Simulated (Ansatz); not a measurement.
**CH4BNS: rigid scan of one bond length**

How does the energy of CH4BNS change as one bond is stretched? A script is to give a rigid scan of one bond length; the system is CH4BNS.

All numbers are computed with the Python package of Ansatz 0.2.0. Level of theory: Hartree-Fock/6-31G*.

### Step 1. Starting point

Bond lengths: N1–B2 1.461 Å, B2–C3 1.570 Å, C3–S4 1.350 Å, N1–H5 1.065 Å, N1–H6 1.074 Å, B2–H7 1.208 Å, C3–H8 1.129 Å. Angles: N1–B2–C3 120.8°, N1–B2–H7 119.5°, C3–B2–H7 119.6°, B2–N1–H5 111.8°, B2–N1–H6 110.6°, H5–N1–H6 105.3°, B2–C3–S4 124.1°, B2–C3–H8 115.5°, S4–C3–H8 120.3°.

The script holds or builds the structure itself.

### Step 2. The script

run_scan.py

```python
import ansatz as az
import matplotlib.pyplot as plt
import numpy as np

system = (
    az.Crystal.molecule()
    .atom("N", (-0.49, 1.2586, -0.3961))
    .atom("B", (0.4416, 0.3938, 0.3233))
    .atom("C", (0.3077, -1.169, 0.2515))
    .atom("S", (-0.6185, -1.8155, -0.4886))
    .atom("H", (-0.4985, 1.0495, -1.44))
    .atom("H", (-1.4975, 1.0881, -0.0649))
    .atom("H", (1.3416, 0.8879, 0.9604))
    .atom("H", (1.1057, -1.7505, 0.7987))
)

symbols = [site.symbol for site in system.cartesian_sites]
start = np.array([site.position_ang for site in system.cartesian_sites])
axis = (start[0] - start[1]) / np.linalg.norm(start[0] - start[1])
moving = [0, 4, 5]
lengths, energies = [1.285, 1.344, 1.402, 1.461, 1.519, 1.577, 1.636, 1.723], []
for length in lengths:
    xyz = start.copy()
    xyz[moving] += (length - np.linalg.norm(start[0] - start[1])) * axis
    point = az.Crystal.molecule()
    for symbol, xyz in zip(symbols, xyz):
        point = point.atom(symbol, xyz.tolist())
    calculation = point.calculation()
    calculation = calculation.basis(gaussian="6-31G*").functional("hf")
    r = calculation.run(threads=1).report
    energies.append(r["free_energy_ev"])
    print(f"r = {length:6.3f} A  E = {energies[-1]:.5f} eV  <S^2> = {abs(r['mean_field']['state']['spin_squared']):.3f}")

fit = np.polynomial.Polynomial.fit(lengths, np.array(energies) - min(energies), 4).convert()
roots = [r.real for r in fit.deriv().roots() if abs(r.imag) < 1e-9 and fit.deriv(2)(r.real) > 0]
r_e = min(roots, key=lambda r: abs(r - lengths[int(np.argmin(energies))]))
print(f"minimum of the fit at {r_e:.4f} A, force constant {fit.deriv(2)(r_e):.2f} eV/A^2")
plt.figure(figsize=(4.5, 3))
plt.plot(lengths, np.array(energies) - min(energies), "o-")
plt.xlabel("bond length (A)")
plt.ylabel("E - E(min) (eV)")
plt.tight_layout()
plt.savefig("scan.png", dpi=100)
```

### Step 3. The calls as engine input

The engine receives this input (first run):

```yaml
crystal:
  periodic: [false, false, false]
  atoms:
    - { symbol: "N", position_ang: [-0.37801001340452767, 1.1546402099530222, -0.3096191108235479] }
    - { symbol: B, position_ang: [0.4416, 0.3938, 0.3233] }
    - { symbol: C, position_ang: [0.3077, -1.169, 0.2515] }
    - { symbol: S, position_ang: [-0.6185, -1.8155, -0.4886] }
    - { symbol: H, position_ang: [-0.38651001340452773, 0.9455402099530223, -1.3535191108235478] }
    - { symbol: H, position_ang: [-1.3855100134045277, 0.9841402099530223, 0.021580889176452095] }
    - { symbol: H, position_ang: [1.3416, 0.8879, 0.9604] }
    - { symbol: H, position_ang: [1.1057, -1.7505, 0.7987] }
basis:
  gaussian:
    orbitals: "6-31G*"
hamiltonian:
  xc: hf
```

### Step 4. The run

Started as:

```sh
python run_scan.py
```

What it wrote:

```text
r =  1.285 A  E = -14059.61518 eV  <S^2> = 0.000
r =  1.344 A  E = -14060.07121 eV  <S^2> = 0.000
r =  1.402 A  E = -14060.30533 eV  <S^2> = 0.000
r =  1.461 A  E = -14060.38115 eV  <S^2> = 0.000
r =  1.519 A  E = -14060.33723 eV  <S^2> = 0.000
r =  1.577 A  E = -14060.20683 eV  <S^2> = 0.000
r =  1.636 A  E = -14060.00967 eV  <S^2> = 0.000
r =  1.723 A  E = -14059.63865 eV  <S^2> = 0.000
minimum of the fit at 1.4650 A, force constant 34.19 eV/A^2
```

Run time: 6 s. Hardware: 1 thread of Arm Neoverse V1, shared host; peak memory 0.21 GiB.

### Step 5. What changed from run to run

The engine's inputs for some of the other runs:

Run 2, against run 1:

```diff
@@ -4 +4 @@
-    - { symbol: "N", position_ang: [-0.37801001340452767, 1.1546402099530222, -0.3096191108235479] }
+    - { symbol: "N", position_ang: [-0.41564191285267343, 1.189573729320515, -0.3386792100753685] }
@@ -8,2 +8,2 @@
-    - { symbol: H, position_ang: [-0.38651001340452773, 0.9455402099530223, -1.3535191108235478] }
-    - { symbol: H, position_ang: [-1.3855100134045277, 0.9841402099530223, 0.021580889176452095] }
+    - { symbol: H, position_ang: [-0.42414191285267344, 0.9804737293205154, -1.3825792100753684] }
+    - { symbol: H, position_ang: [-1.4231419128526734, 1.0190737293205152, -0.007479210075368475] }
```

Run 4, against run 1:

```diff
@@ -4 +4 @@
-    - { symbol: "N", position_ang: [-0.37801001340452767, 1.1546402099530222, -0.3096191108235479] }
+    - { symbol: "N", position_ang: [-0.4902678829447588, 1.2588486745068994, -0.39630686452389385] }
@@ -8,2 +8,2 @@
-    - { symbol: H, position_ang: [-0.38651001340452773, 0.9455402099530223, -1.3535191108235478] }
-    - { symbol: H, position_ang: [-1.3855100134045277, 0.9841402099530223, 0.021580889176452095] }
+    - { symbol: H, position_ang: [-0.4987678829447588, 1.0497486745068996, -1.440206864523894] }
+    - { symbol: H, position_ang: [-1.497767882944759, 1.0883486745068995, -0.06510686452389386] }
```

Run 5, against run 1:

```diff
@@ -4 +4 @@
-    - { symbol: "N", position_ang: [-0.37801001340452767, 1.1546402099530222, -0.3096191108235479] }
+    - { symbol: "N", position_ang: [-0.5272619535886985, 1.2931901003257904, -0.4248744197205987] }
@@ -8,2 +8,2 @@
-    - { symbol: H, position_ang: [-0.38651001340452773, 0.9455402099530223, -1.3535191108235478] }
-    - { symbol: H, position_ang: [-1.3855100134045277, 0.9841402099530223, 0.021580889176452095] }
+    - { symbol: H, position_ang: [-0.5357619535886985, 1.0840901003257906, -1.4687744197205985] }
+    - { symbol: H, position_ang: [-1.5347619535886985, 1.1226901003257905, -0.09367441972059866] }
```

Lines on the test bed's own set-up are left out of the output.

### Step 6. What each run gave

One row for each of the 8 runs:

```tsv
run	distance (Å)	energy from run 4 (eV)	SCF cycles	CPU time (s)
1	1.28	0.7660	12	0.59
2	1.34	0.3099	12	0.58
3	1.40	0.0758	12	0.59
4	1.46	0.0000	12	0.59
5	1.52	0.0439	12	0.59
6	1.58	0.1743	12	0.59
7	1.64	0.3715	12	0.59
8	1.72	0.7425	12	0.58
```

### Step 7. Results

| quantity | value |
| --- | --- |
| bond length at the fit's minimum | 1.4650 Å |
| runs compared | 8 |
| range of energy | 0.766 eV |
| lowest point, distance (Å) | 1.46 |

**Reading.** The lowest point, at 1.46, lies inside the range. The ends stand 0.766 and 0.743 eV above it. The distance scanned is the script's pair 1, 0. What to keep in mind:
- The rest of the molecule is held rigid at a force-field or estimated start geometry, and the basis set is modest; single-reference methods fail as a bond breaks.
- The orbitals are restricted, so S² is zero by construction.
